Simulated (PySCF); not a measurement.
**Ways to converge the SCF of MgGe (triplet)**

Aim: find out which solver settings change the answer for MgGe (triplet).

Method: each script names its method and basis; program: PySCF 2.14.0.

3 further runs of the same task are left out: 3 that didn't finish.

**1. The system as given**

MgGe (triplet): 2 atoms, charge 0, spin multiplicity 3.

Bond lengths: Mg1–Ge2 2.515 Å.

**2. The run that the others are compared with**

Input file input.py:

```python
from pyscf import gto, scf
from pyscf.hessian import thermo

mol = gto.M(
    atom='Mg 0 0 0; Ge 0 0 2.515',
    basis='sto-3g',
    charge=0,
    spin=2,
    verbose=3,
)
mf = scf.UHF(mol)
mf = mf.newton()
mf.kernel()
hess = mf.Hessian().kernel()
print('wavenumber (cm^-1) =', thermo.harmonic_analysis(mol, hess)['freq_wavenumber'].round(1))
mf.dip_moment()
print('orbital energies (hartree):', [e[max(0, n-3):n+3].round(4) for e, n in zip(mf.mo_energy, mol.nelec)])
```

Launch:

```
$ OMP_NUM_THREADS=1 python input.py
```

The log of this run is left out.

It gives: E(SCF) = -2248.731974 Eh, ⟨S²⟩ = 2.602, μ = 5.75 D, wavenumbers 313 cm⁻¹.

⟨S²⟩ = 2.60 against 2.00 for a pure state: the determinant is spin-contaminated. The bond length is a typed value, not an optimised one, so the wavenumber is not that of the minimum. The triplet is typed in the script; nothing here shows that it is the ground state.

**3. Initial guess atom**

Variant 1 changes initial guess: minao → atom.

Input file input.py:

```python
from pyscf import gto, scf
from pyscf.hessian import thermo

mol = gto.M(
    atom='Mg 0 0 0; Ge 0 0 2.515',
    basis='sto-3g',
    charge=0,
    spin=2,
    verbose=3,
)
mf = scf.UHF(mol)
mf.init_guess = 'atom'
mf = mf.newton()
mf.kernel()
hess = mf.Hessian().kernel()
print('wavenumber (cm^-1) =', thermo.harmonic_analysis(mol, hess)['freq_wavenumber'].round(1))
mf.dip_moment()
print('orbital energies (hartree):', [e[max(0, n-3):n+3].round(4) for e, n in zip(mf.mo_energy, mol.nelec)])
```

Launch:

```
$ OMP_NUM_THREADS=1 python input.py
```

**4. Point-group symmetry on**

Variant 2 changes point-group symmetry: off → on.

input.py: that of step 2 with these lines changed.

```diff
@@ -8,2 +8,3 @@
     spin=2,
+    symmetry=True,
     verbose=3,
```

**5. Convergence threshold 1e-11 hartree**

Variant 3 changes convergence threshold: default → 1e-11 hartree.

input.py: that of step 2 with these lines changed.

```diff
@@ -11,2 +11,3 @@
 mf = scf.UHF(mol)
+mf.conv_tol = 1e-11
 mf = mf.newton()
```

**6. Level shift 0.1 hartree**

Variant 4 changes level shift: none → 0.1 hartree.

input.py: that of step 2 with these lines changed.

```diff
@@ -11,2 +11,3 @@
 mf = scf.UHF(mol)
+mf.level_shift = 0.1
 mf = mf.newton()
```

Before running it: what results should come out? Wanted: for each run, E(SCF); from base; gap, α spin; SCF dipole; after the SCF.

As calculated:

```
                                run  E(SCF) (hartree)  from base (eV)  gap, α spin (eV)  SCF dipole (D)          after the SCF
                               base      -2248.731974               0             10.47            5.75  highest mode 313 cm⁻¹
                 initial guess atom      -2248.731974          0.0000             10.47            5.75  highest mode 313 cm⁻¹
            point-group symmetry on      -2248.731974          0.0000             10.47            5.75  highest mode 313 cm⁻¹
convergence threshold 1e-11 hartree      -2248.731974          0.0000             10.47            5.75  highest mode 313 cm⁻¹
            level shift 0.1 hartree      -2248.731974          0.0000             10.47            5.75  highest mode 313 cm⁻¹
```

No change of the SCF energy comes from initial guess atom or point-group symmetry on or convergence threshold 1e-11 hartree or level shift 0.1 hartree.
